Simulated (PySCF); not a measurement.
# C2H8AlFSi (SMILES C[CH]([AlH2])[SiH2]F): levels of theory compared

We compute a comparison of 6 runs (HF/STO-3G, HF/3-21G, BP86/6-31G, B3LYP/6-31G*, BLYP/6-311G**) of C2H8AlFSi. Input form: a Python script.

The calculation is run with PySCF 2.14.0.

### Step 1. The molecule

C2H8AlFSi: 13 atoms, total charge 0, spin state singlet. SMILES: `C[CH]([AlH2])[SiH2]F`. The shape is that of a PBE0-D4/def2-TZVP optimisation. This is one conformer, not always the lowest.

Bond lengths: C1–C2 1.532 Å, C2–Al3 2.028 Å, C2–Si4 1.823 Å, Al3–F5 2.066 Å, Si4–F5 1.699 Å, C1–H6 1.093 Å, C1–H7 1.093 Å, C1–H8 1.094 Å, C2–H9 1.095 Å, Al3–H10 1.587 Å, Al3–H11 1.588 Å, Si4–H12 1.481 Å, Si4–H13 1.482 Å. Some angles: C1–C2–Al3 115.7°, C1–C2–Si4 118.1°, Al3–C2–Si4 90.1°, C2–Al3–F5 80.3°, C2–Si4–F5 97.1°, Al3–F5–Si4 92.4°, C1–C2–H9 111.8°, Al3–C2–H9 108.9°, Si4–C2–H9 110.4°, C2–C1–H6 111.6°.

### Step 2. Energy and forces at HF/STO-3G (run 1)

File input.py:

```python
from pyscf import gto, scf

system = gto.Mole()
system.atom = '''
C     -3.073829     0.870786    -0.283270
C     -0.641373    -0.616807    -0.785559
Al     1.098120    -2.052621     2.312080
Si     2.207578     1.152922    -1.573575
F      3.964834     0.216941     0.944296
H     -2.763158     2.403921     1.066372
H     -4.539311    -0.338828     0.526856
H     -3.864868     1.712092    -1.997818
H     -0.942973    -2.141627    -2.150697
H      2.306411    -4.791023     2.127454
H      0.390984    -0.781402     4.935776
H      3.766035     0.357725    -3.758665
H      2.129721     3.942158    -1.334903
'''
system.unit = 'bohr'
system.max_memory = 1860
system.spin = 0
system.verbose = 3
system.charge = 0
system.basis = 'sto-3g'
system.build()

calc0 = scf.RHF(system)
calc0.conv_tol = 1e-10
calc0.kernel()
if not calc0.converged:
    calc0 = calc0.newton().run(calc0.mo_coeff, calc0.mo_occ)

e_tot = calc0.e_tot
print(f'total energy: {e_tot:.8f} hartree')
grad = calc0.nuc_grad_method().kernel()
calc0.analyze()
```

Run with:

```
$ OMP_NUM_THREADS=1 python input.py
```

The log of the run:

```text
converged SCF energy = -702.178360314748
total energy: -702.17836031 hartree
--------------- RHF gradients ---------------
         x                y                z
0 C     0.0072184870    -0.0050968534     0.0006705761
1 C    -0.0235125562     0.0351525374    -0.0291464728
2 Al    -0.0187951717    -0.0080985392    -0.0071414496
3 Si    -0.0359120243    -0.0318574687     0.0157527744
4 F     0.0476036804     0.0225338942    -0.0010043486
5 H     0.0004117660     0.0032907202     0.0038619979
6 H    -0.0032657208    -0.0018923347     0.0028980244
7 H    -0.0008708005     0.0011618819    -0.0036887394
8 H     0.0036911323    -0.0115006442    -0.0053070657
9 H     0.0189251096    -0.0439443203    -0.0022311957
10 H    -0.0127122250     0.0203643054     0.0414790361
11 H     0.0183893901    -0.0096803633    -0.0212651430
12 H    -0.0011710669     0.0295671846     0.0051220059
----------------------------------------------
**** MO energy ****
MO #1   energy= -68.0387159960217  occ= 2
MO #2   energy= -57.7844327878517  occ= 2
MO #3   energy= -25.8958743501321  occ= 2
MO #4   energy= -11.0261362358766  occ= 2
MO #5   energy= -10.9235139315123  occ= 2
MO #6   energy= -6.01791524350583  occ= 2
MO #7   energy= -4.70807557267259  occ= 2
MO #8   energy= -4.04364073591962  occ= 2
MO #9   energy= -4.04239557668661  occ= 2
MO #10  energy= -4.04226417624165  occ= 2
MO #11  energy= -2.93713818015675  occ= 2
MO #12  energy= -2.93560393593523  occ= 2
MO #13  energy= -2.93542007535217  occ= 2
MO #14  energy= -1.48684364288648  occ= 2
MO #15  energy= -0.954279721297799 occ= 2
MO #16  energy= -0.793393266573976 occ= 2
MO #17  energy= -0.671069011687005 occ= 2
MO #18  energy= -0.575862492926734 occ= 2
MO #19  energy= -0.543025043277761 occ= 2
MO #20  energy= -0.527862367377506 occ= 2
MO #21  energy= -0.518337505227493 occ= 2
MO #22  energy= -0.494846330171812 occ= 2
MO #23  energy= -0.457701716272542 occ= 2
MO #24  energy= -0.425266425279615 occ= 2
MO #25  energy= -0.416713945506277 occ= 2
MO #26  energy= -0.381414169586624 occ= 2
MO #27  energy= -0.32149722926025  occ= 2
MO #28  energy= -0.274676331543061 occ= 2
MO #29  energy= 0.373022322184052  occ= 0
MO #30  energy= 0.452021795496612  occ= 0
MO #31  energy= 0.480360526135557  occ= 0
MO #32  energy= 0.502612727936068  occ= 0
MO #33  energy= 0.513983316450091  occ= 0
MO #34  energy= 0.595886741686196  occ= 0
MO #35  energy= 0.635902899969747  occ= 0
MO #36  energy= 0.680016202663683  occ= 0
MO #37  energy= 0.692602883121287  occ= 0
MO #38  energy= 0.747720404007841  occ= 0
MO #39  energy= 0.758236986276701  occ= 0
MO #40  energy= 0.789231126964585  occ= 0
MO #41  energy= 0.832227638266309  occ= 0
 ** Mulliken atomic charges  **
charge of    0C =     -0.09612
charge of    1C =     -0.36393
charge of    2Al =      0.68638
charge of    3Si =      0.73553
charge of    4F =     -0.25155
charge of    5H =      0.02044
charge of    6H =      0.02360
charge of    7H =      0.01694
charge of    8H =      0.00709
charge of    9H =     -0.24979
charge of   10H =     -0.25180
charge of   11H =     -0.13800
charge of   12H =     -0.13878
Dipole moment(X, Y, Z, Debye):  0.32985,  1.07405, -1.76929
```

Run time: 4.2 s. Hardware: 1 thread of Intel Xeon at 2.70GHz, shared host; peak memory 0.12 GiB.

### Step 3. Energy and forces at HF/3-21G (run 2)

File input.xyz:

```xyz
13
C2H8AlFSi
C     -1.626600     0.460800    -0.149900
C     -0.339400    -0.326400    -0.415700
Al     0.581100    -1.086200     1.223500
Si     1.168200     0.610100    -0.832700
F      2.098100     0.114800     0.499700
H     -1.462200     1.272100     0.564300
H     -2.402100    -0.179300     0.278800
H     -2.045200     0.906000    -1.057200
H     -0.499000    -1.133300    -1.138100
H      1.220500    -2.535300     1.125800
H      0.206900    -0.413500     2.611900
H      1.992900     0.189300    -1.989000
H      1.127000     2.086100    -0.706400
```

File job.py:

```python
from pyscf import gto, scf

mol = gto.M(
    atom='input.xyz',
    verbose=4,
    basis='3-21g',
    charge=0,
    max_memory=1860,
)

mf = scf.RHF(mol)
mf.conv_tol = 1e-10
mf.kernel()
if not mf.converged:
    mf = mf.newton().run(mf.mo_coeff, mf.mo_occ)

e_tot = mf.e_tot
print('E = %.10f Eh' % e_tot)
grad = mf.nuc_grad_method().kernel()
mf.analyze()
```

Run with:

```
$ OMP_NUM_THREADS=1 python job.py
```

The log of the run:

```text
PySCF version 2.14.0

[... 85 lines left out ...]
Two-electron Coulomb Energy =          627.124037265623542
[... 8 lines left out ...]
MO #6   energy= -6.17107062352779  occ= 2
[... 6 lines left out ...]
MO #13  energy= -3.16080023080669  occ= 2
[... 6 lines left out ...]
MO #20  energy= -0.636448780385881 occ= 2
[... 6 lines left out ...]
MO #27  energy= -0.408321715778479 occ= 2
[... 6 lines left out ...]
MO #34  energy= 0.240315245387448  occ= 0
[... 6 lines left out ...]
MO #41  energy= 0.380920693233785  occ= 0
[... 6 lines left out ...]
MO #48  energy= 0.592772449458362  occ= 0
[... 6 lines left out ...]
MO #55  energy= 1.21796307141948   occ= 0
[... 6 lines left out ...]
MO #62  energy= 1.41642471116826   occ= 0
[... 6 lines left out ...]
MO #69  energy= 3.76229296950672   occ= 0
[... 46 lines left out ...]
pop of  4 F 1s            1.99988
pop of  4 F 2s            1.82743
pop of  4 F 3s            0.00295
pop of  4 F 2px           1.90463
pop of  4 F 2py           1.89606
pop of  4 F 2pz           1.81245
pop of  4 F 3px           0.00170
pop of  4 F 3py           0.00089
pop of  4 F 3pz           0.00115
pop of  5 H 1s            0.90864
pop of  5 H 2s            0.00816
pop of  6 H 1s            0.90259
pop of  6 H 2s            0.00875
pop of  7 H 1s            0.91061
pop of  7 H 2s            0.00849
pop of  8 H 1s            0.87687
pop of  8 H 2s            0.00768
pop of  9 H 1s            1.17205
pop of  9 H 2s            0.00095
pop of  10 H 1s           1.17277
pop of  10 H 2s           0.00095
pop of  11 H 1s           1.10728
pop of  11 H 2s           0.00163
pop of  12 H 1s           1.10815
pop of  12 H 2s           0.00169
 ** Mulliken atomic charges  **
charge of    0C =     -0.22983
charge of    1C =     -0.64966
charge of    2Al =      0.58292
charge of    3Si =      0.94097
charge of    4F =     -0.44715
charge of    5H =      0.08320
charge of    6H =      0.08866
charge of    7H =      0.08089
charge of    8H =      0.11546
charge of    9H =     -0.17300
charge of   10H =     -0.17372
charge of   11H =     -0.10891
charge of   12H =     -0.10984
Dipole moment(X, Y, Z, Debye): -0.89640,  1.28109, -2.45922
```

Wall time 4.2 s (1 thread of Intel Xeon at 2.70GHz, shared host); peak memory 0.14 GiB.

Runs 3 to 5 aren't shown in full; the table further down has their settings and results.

### Step 4. Energy and gradient at BLYP/6-311G(d,p) (run 6)

File job.py:

```python
# C[CH]([AlH2])[SiH2]F
from pyscf import gto, dft

mol = gto.M(
    atom='''
C       -1.626600       0.460800      -0.149900
C       -0.339400      -0.326400      -0.415700
Al       0.581100      -1.086200       1.223500
Si       1.168200       0.610100      -0.832700
F        2.098100       0.114800       0.499700
H       -1.462200       1.272100       0.564300
H       -2.402100      -0.179300       0.278800
H       -2.045200       0.906000      -1.057200
H       -0.499000      -1.133300      -1.138100
H        1.220500      -2.535300       1.125800
H        0.206900      -0.413500       2.611900
H        1.992900       0.189300      -1.989000
H        1.127000       2.086100      -0.706400
''',
    spin=0,
    basis='6-311g**',
    verbose=4,
    max_memory=1860,
)

ks = dft.RKS(mol, xc='blyp')
ks.grids.level = 5
ks.conv_tol = 1e-10
ks.kernel()
if not ks.converged:
    ks = ks.newton().run(ks.mo_coeff, ks.mo_occ)

etot = ks.e_tot
print(f'total energy: {etot:.8f} hartree')
grad = ks.nuc_grad_method().kernel()
dip = ks.dip_moment()
pop, q = ks.mulliken_pop()
```

Run with:

```
$ OMP_NUM_THREADS=1 python job.py
```

The log of the run:

```text
PySCF version 2.14.0

[... 85 lines left out ...]
converged SCF energy = -712.834224663129
total energy: -712.83422466 hartree
[... 12 lines left out ...]
Dipole moment(X, Y, Z, Debye): -0.79720,  1.11159, -2.11087
[... 129 lines left out ...]
pop of  8 H 2py           0.01001
pop of  8 H 2pz           0.00976
pop of  9 H 1s            0.24962
pop of  9 H 2s            0.57162
pop of  9 H 3s            0.38804
pop of  9 H 2px           0.00097
pop of  9 H 2py           0.00432
pop of  9 H 2pz           0.00051
pop of  10 H 1s           0.24953
pop of  10 H 2s           0.57182
pop of  10 H 3s           0.39142
pop of  10 H 2px          0.00044
pop of  10 H 2py          0.00115
pop of  10 H 2pz          0.00423
pop of  11 H 1s           0.26060
pop of  11 H 2s           0.57169
pop of  11 H 3s           0.28873
pop of  11 H 2px          0.00378
pop of  11 H 2py          0.00153
pop of  11 H 2pz          0.00614
pop of  12 H 1s           0.26028
pop of  12 H 2s           0.57485
pop of  12 H 3s           0.28456
pop of  12 H 2px          0.00097
pop of  12 H 2py          0.00980
pop of  12 H 2pz          0.00067
 ** Mulliken atomic charges  **
charge of    0C =     -0.23227
charge of    1C =     -0.76772
charge of    2Al =      0.70474
charge of    3Si =      0.91452
charge of    4F =     -0.41018
charge of    5H =      0.10805
charge of    6H =      0.11088
charge of    7H =      0.10590
charge of    8H =      0.16339
charge of    9H =     -0.21510
charge of   10H =     -0.21860
charge of   11H =     -0.13247
charge of   12H =     -0.13113
```

Wall time 90 s (1 thread of Intel Xeon at 2.70GHz, shared host); peak memory 1.8 GiB.

### Step 5. All runs side by side

```csv
run,level,integration grid,Cartesian functions,energy (Eh),dipole moment (D),HOMO energy (eV),LUMO energy (eV),wall time
1,HF/STO-3G,–,no,-702.178360,2.10,-7.47,10.15,4.2 s
2,HF/3-21G,–,no,-706.907677,2.91,-9.99,2.60,4.2 s
3,BP86/6-31G,5,no,-712.748918,2.87,-6.18,-1.57,38 s
4,B3LYP/6-31G* (spherical functions),5,no,-712.846570,2.49,-6.88,-0.83,54 s
5,B3LYP/6-31G* (Cartesian functions),5,yes,-712.852058,2.49,-6.89,-0.85,56 s
6,BLYP/6-311G**,5,no,-712.834225,2.52,-5.98,-1.57,90 s
```

### Step 6. Summary of results

```
                       quantity          value
            run 6: total energy  -712.83422 Eh
           run 6: dipole moment         2.52 D
             run 6: HOMO energy       -5.98 eV
             run 6: LUMO energy       -1.57 eV
           run 6: HOMO–LUMO gap        4.41 eV
run 6: largest force on an atom     1.194 eV/Å
```

The dipole moment (its size) runs from 2.10 D (HF/STO-3G) to 2.91 D (HF/3-21G). The HOMO–LUMO gap runs from 4.41 eV (BLYP/6-311G**) to 17.62 eV (HF/STO-3G). The two ends differ in method and basis. Totals of different functionals can't be ranked against each other. In run 1 the basis is minimal, so the values are rough. All runs together took 4.1 min, the longest 90 s.
